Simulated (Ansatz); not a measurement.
# Sr2AlPtC6N6: the cost of one run

Method: DFT PBE, scalar-relativistic, plane waves, PAW, in Ansatz 0.2.0.

## 1. The starting structure

It takes space group Fm-3m (No. 225, cubic). Conventional cell: a = 10.099 Å, b = 10.099 Å, c = 10.099 Å, α = 90.00°, β = 90.00°, γ = 90.00°. Sr (site symmetry -43m) has 12 N at 3.61 Å and 12 C at 3.62 Å in its first shell of neighbours. Al (site symmetry m-3m) is surrounded by 6 N at 1.96 Å. Around Pt (site symmetry m-3m) lie 6 C at 1.92 Å. Around C (site symmetry 4mm) lie 1 N at 1.17 Å and 1 Pt at 1.92 Å. N (site symmetry 4mm) is surrounded by 1 C at 1.17 Å and 1 Al at 1.96 Å.

As a file:

```cif
data_structure
_symmetry_space_group_name_H-M 'P 1'
_symmetry_Int_Tables_number 1
_cell_length_a 7.1411
_cell_length_b 7.1411
_cell_length_c 7.1411
_cell_angle_alpha 60.000
_cell_angle_beta 60.000
_cell_angle_gamma 60.000
_cell_volume 257.50
loop_
_atom_site_label
_atom_site_type_symbol
_atom_site_fract_x
_atom_site_fract_y
_atom_site_fract_z
_atom_site_occupancy
Sr1 Sr 0.25000 0.25000 0.25000 1
Sr2 Sr 0.75000 0.75000 0.75000 1
Al1 Al 0.50000 0.50000 0.50000 1
Pt1 Pt 0.00000 0.00000 0.00000 1
C1 C 0.81018 0.18982 0.18982 1
C2 C 0.18982 0.81018 0.18982 1
C3 C 0.18982 0.18982 0.81018 1
C4 C 0.18982 0.81018 0.81018 1
C5 C 0.81018 0.18982 0.81018 1
C6 C 0.81018 0.81018 0.18982 1
N1 N 0.69433 0.30567 0.30567 1
N2 N 0.30567 0.69433 0.30567 1
N3 N 0.30567 0.30567 0.69433 1
N4 N 0.30567 0.69433 0.69433 1
N5 N 0.69433 0.30567 0.69433 1
N6 N 0.69433 0.69433 0.30567 1
```

A structure generator made this guess: cyanide-bridged rock-salt net of two metals, 2 guest cations a cell (Fm-3m, No. 225). Lengths come from tabulated atomic sizes and are only a guess.

## 2. The guess as it stands, on a coarse mesh

File input.yaml:

```yaml
crystal:
  lattice:
    - [0.0, 5.0495, 5.0495]
    - [5.0495, 0.0, 5.0495]
    - [5.0495, 5.0495, 0.0]
  atoms:
    - { symbol: Sr, position: [0.25, 0.25, 0.25] }
    - { symbol: Sr, position: [0.75, 0.75, 0.75] }
    - { symbol: Al, position: [0.5, 0.5, 0.5] }
    - { symbol: Pt, position: [0.0, 0.0, 0.0] }
    - { symbol: C, position: [0.81017923, 0.18982077, 0.18982077] }
    - { symbol: C, position: [0.18982077, 0.81017923, 0.18982077] }
    - { symbol: C, position: [0.18982077, 0.18982077, 0.81017923] }
    - { symbol: C, position: [0.18982077, 0.81017923, 0.81017923] }
    - { symbol: C, position: [0.81017923, 0.18982077, 0.81017923] }
    - { symbol: C, position: [0.81017923, 0.81017923, 0.18982077] }
    - { symbol: "N", position: [0.69432617, 0.30567383, 0.30567383] }
    - { symbol: "N", position: [0.30567383, 0.69432617, 0.30567383] }
    - { symbol: "N", position: [0.30567383, 0.30567383, 0.69432617] }
    - { symbol: "N", position: [0.30567383, 0.69432617, 0.69432617] }
    - { symbol: "N", position: [0.69432617, 0.30567383, 0.69432617] }
    - { symbol: "N", position: [0.69432617, 0.69432617, 0.30567383] }
basis:
  ecutwfc: 420
kpoints:
  mp_grid: { grid: [4, 4, 4] }
hamiltonian:
  xc: pbe
scf:
  occupations: { method: gaussian, width: 0.1 }
  lower_state_search: "off"
output:
  forces: true
  stress: true
  eigenvalues: true
```

The run is started by

```sh
$ ansatz run input.yaml --threads 1 --pin off --max-ram 2560MiB --backend cpu --events-out ev --progress --plain --runs-dir out
```

Q: Estimate wall time and peak memory on 1 thread of Intel Xeon Platinum 8488C (Sapphire Rapids), shared host.

About 6.3 s, with a peak of 0.61 GiB.
